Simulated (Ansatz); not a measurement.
CH6AlFSi2, SMILES F[Si]1([AlH2])C[SiH2]1, a ladder of methods at one geometry

With the Ansatz DFT code, driven from Python.

Typed at the interpreter:
```pycon
>>> from pathlib import Path
>>> import ansatz as az
>>> import numpy as np
>>> geometry_ang = [
...     ("F", (-2.3542, -0.7239, 0.1696)),
...     ("Si", (-0.9088, 0.0049, -0.2018)),
...     ("Al", (-0.5126, 2.3053, 0.1206)),
...     ("C", (0.4131, -1.095, -0.9933)),
...     ("Si", (0.7429, -1.2128, 0.791)),
...     ("H", (-0.1615, 3.2622, -1.1158)),
...     ("H", (-0.468, 2.9107, 1.6161)),
...     ("H", (1.138, -0.5517, -1.5996)),
...     ("H", (-0.0917, -2.0199, -1.3653)),
...     ("H", (0.3172, -2.4785, 1.4296)),
...     ("H", (1.9509, -0.4585, 1.1696)),
... ]
>>> mol = az.Crystal.molecule()
>>> for symbol, xyz in geometry_ang:
...     mol = mol.atom(symbol, xyz)
...
>>> base = mol.calculation().basis(gaussian="def2-SVP")
>>> print("functional    E (Ha)        dipole (D)   HOMO (eV)  LUMO (eV)")
functional    E (Ha)        dipole (D)   HOMO (eV)  LUMO (eV)
>>> for name in ["lc_wpbe", "r2scan0", "r2scan", "pbe", "lda"]:
...     report = base.functional(name).forces().orbitals().run(threads=1, backend="cpu", runs_dir="runs").report
...     lines = Path(report["orbitals_path"]).read_text().splitlines()
...     field_of = lambda key: [line.split("=")[1].strip() for line in lines if line.startswith(key)]
...     orbitals = [(27.211386 * float(e), s, float(n)) for e, s, n in zip(field_of("Ene="), field_of("Spin="), field_of("Occup="))]
...     homo = max(e for e, _, n in orbitals if n > 0.5)
...     lumo = min(e for e, _, n in orbitals if n < 0.5)
...     dipole = 4.803205 * np.linalg.norm(report["charge_distribution"]["dipole_moment_e_ang"])
...     print(f"{name:10s} {report['free_energy_ev'] / 27.211386246:14.6f} {dipole:9.3f} {homo:11.3f} {lumo:10.3f}")
...
lc_wpbe       -962.225433     1.377      -8.321     -0.487
r2scan0       -962.405331     1.455      -6.148     -2.446
r2scan        -962.434687     1.371      -5.277     -3.084
pbe           -961.987486     1.310      -5.055     -3.242
lda           -958.169723     1.353      -5.157     -3.466
```

Reading the output:
- Total energies depend on the basis set; only differences at equal settings carry meaning.
- The geometry is a force-field or estimated start, not a minimum of this method, and the basis set is short of its limit. A lower total doesn't mark the better method: functionals have no common bound, and MP2 and coupled cluster aren't variational.
- Levels such as HOMO and LUMO are orbital energies: with these approximate functionals they aren't the ionisation energy and electron affinity, and their gap isn't the fundamental gap.
- It ran for 38 s on 1 thread of Arm Neoverse V1 (shared host), peak memory 0.33 GiB.
